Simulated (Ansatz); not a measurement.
**GeH4Br (doublet): from Hartree-Fock to the top rungs at distance Br1–H2 along a hydrogen transfer = 1.421 Å, cc-pVDZ**

How much of the correlation energy of GeH4Br (doublet) does each wave-function method recover here?

Computed with Ansatz 0.2.0, Gaussian basis. Level: cc-pVDZ, core rule «outside noble gas», up to 28 orbitals frozen.

To be run: UHF; CCSD(T) on ROHF; CCSD(T) on UHF; BCCD(T) on ROHF; CISD; CCSDT(Q) on ROHF; CCSDT(Q) on UHF; CASSCF and MRCISD+Q, 3 electrons in 3 orbitals; CASSCF and NEVPT2, 3 electrons in 3 orbitals; CASSCF and MRCISD+Q, 15 electrons in 12 orbitals; CASSCF and NEVPT2, 15 electrons in 12 orbitals.

### Step 1. The geometry

The geometry derives from fragments relaxed apart (PBE0/def2-TZVP) and kept rigid, so it is no stationary point. A hydrogen atom is moved between rigid fragments. No spin-orbit coupling is included. The filled d shell of Br, Ge may be among the frozen orbitals whatever the setting's name suggests; the logs give the count.

6 atoms, charge 0, spin multiplicity 2.

Atoms are counted from 1 here; the program's logs count them from 0.

Bond lengths: Br1–H2 1.421 Å, Ge3–H4 1.539 Å, Ge3–H5 1.539 Å, Ge3–H6 1.539 Å. Angles: H4–Ge3–H5 111.2°, H4–Ge3–H6 111.2°, H5–Ge3–H6 111.2°.

### Step 2. UHF

in.yaml reads:

```yaml
crystal:
  periodic: [false, false, false]
  atoms:
    - {symbol: Br, position_ang: [-1.866109, 0.000000, -0.000001]}
    - {symbol: H, position_ang: [-0.445509, 0.000000, 0.000000]}
    - {symbol: Ge, position_ang: [1.957891, 0.000000, 0.000001]}
    - {symbol: H, position_ang: [2.426559, -1.465915, 0.000001]}
    - {symbol: H, position_ang: [2.426560, 0.732957, -1.269519]}
    - {symbol: H, position_ang: [2.426559, 0.732957, 1.269520]}
basis:
  gaussian: {orbitals: cc-pVDZ}
magnetization: {spin_polarized: true, initial_magnetization: 1}
hamiltonian: {xc: hf}
output: {orbitals: {seedname: orbitals}}
```

The run is started by

```sh
$ ansatz run in.yaml --threads 1 --pin off --events-out ev --progress --plain --max-ram 4096MiB --backend cpu
```

Further steps of the session: CCSD(T) on ROHF; CCSD(T) on UHF; BCCD(T) on ROHF; CISD; CCSDT(Q) on ROHF; CCSDT(Q) on UHF; CASSCF and MRCISD+Q, 3 electrons in 3 orbitals; CASSCF and NEVPT2, 3 electrons in 3 orbitals; CASSCF and MRCISD+Q, 15 electrons in 12 orbitals; CASSCF and NEVPT2, 15 electrons in 12 orbitals.

Before running them: what should the planned runs give, taken together? Wanted: UCCSDT(Q) below the RHF energy; RMP2 from UCCSDT(Q); UMP2 from UCCSDT(Q); RCCSD from UCCSDT(Q); RCCSD(T) from UCCSDT(Q); UCCSD(T) from UCCSDT(Q); RCCSDT(Q) from UCCSDT(Q); NEVPT2 pair from UCCSDT(Q); NEVPT2 valence from UCCSDT(Q).

The runs gave:

| quantity | value |
| --- | --- |
| UCCSDT(Q) below the RHF energy | -7.3023 eV |
| RMP2 from UCCSDT(Q) | +1247.6 meV |
| UMP2 from UCCSDT(Q) | +1243.1 meV |
| RCCSD from UCCSDT(Q) | +158.6 meV |
| RCCSD(T) from UCCSDT(Q) | +34.1 meV |
| UCCSD(T) from UCCSDT(Q) | +30.6 meV |
| RCCSDT(Q) from UCCSDT(Q) | +3.6 meV |
| NEVPT2 pair from UCCSDT(Q) | +1236.5 meV |
| NEVPT2 valence from UCCSDT(Q) | +1378.8 meV |
| MRCISD+Q valence from UCCSDT(Q) | +30.0 meV |
| levels within 1 kcal/mol (43 meV) | RCCSD(T), UCCSD(T), BCCD(T), RCCSDT, UCCSDT, RCCSDT(Q), MRCISD+Q valence |
| T1 diagnostic | 0.012 |
| effectively unpaired electrons | 1.02 |

In words: RCCSD(T) misses by +34.1 meV, 0.5 % of the correlation energy. One determinant dominates. Of the multireference levels listed MRCISD+Q valence comes nearest in total energy (+30.0 meV), which doesn't show that its space is the better one. These misses are within one basis, not against nature; the frozen cores of restricted and unrestricted runs differ, which can shift their rows.
